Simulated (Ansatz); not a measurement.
# CHGe: the cost of one run

Method: def2-QZVPP, all electrons in the functionals; program: Ansatz 0.2.0, Gaussian basis.

Plan: PBE, BLYP, r2SCAN, B97M-V, PBE0, B3LYP, wB97M-V, at charge 0, doublet; charge 0, quartet; charge 1, singlet; charge 1, triplet.

8 further runs of the same task are left out: 8 set aside as unsound or not needed.

## 1. The system

The geometry is a PBE0/def2-TZVP stationary point (not a proven minimum). No spin-orbit coupling is included. The filled d shell of Ge may be among the frozen orbitals whatever the setting's name suggests; the logs give the count.

3 atoms, charge 0, spin multiplicity 2.

Atoms are counted from 1 here; the program's logs count them from 0.

Bond lengths: Ge1–C2 1.782 Å, Ge1–H3 1.541 Å. Angles: C2–Ge1–H3 180.0°.

No dispersion term is added; B97M-V, wB97M-V hold VV10 nonlocal correlation. B3LYP takes the VWN-RPA correlation.

The geometry shown and the zero of energy belong to the point charge 0, doublet. The yardstick, RCCSD(T), and other wave-function levels (R restricted, U unrestricted, valence and pair active spaces) come from earlier runs.

## 2. PBE, charge 0, doublet

The input, in.yaml:

```yaml
crystal:
  periodic: [false, false, false]
  atoms:
    - {symbol: Ge, position_ang: [0.000000, 0.000000, 0.080265]}
    - {symbol: C, position_ang: [0.000000, 0.000000, -1.701841]}
    - {symbol: H, position_ang: [0.000000, 0.000000, 1.621576]}
basis:
  gaussian: {orbitals: "def2-QZVPP.json"}
magnetization: {spin_polarized: true, initial_magnetization: 1}
hamiltonian: {xc: {name: PBE}}
output: {orbitals: {seedname: orbitals}}
```

The run is started by

```bash
ansatz run in.yaml --threads 1 --pin off --events-out ev --progress --plain --max-ram 2393MiB
```

What time and memory should one allow on 1 thread of Arm Neoverse V2, shared host?

About 14 s, with a peak of 0.3 GiB.
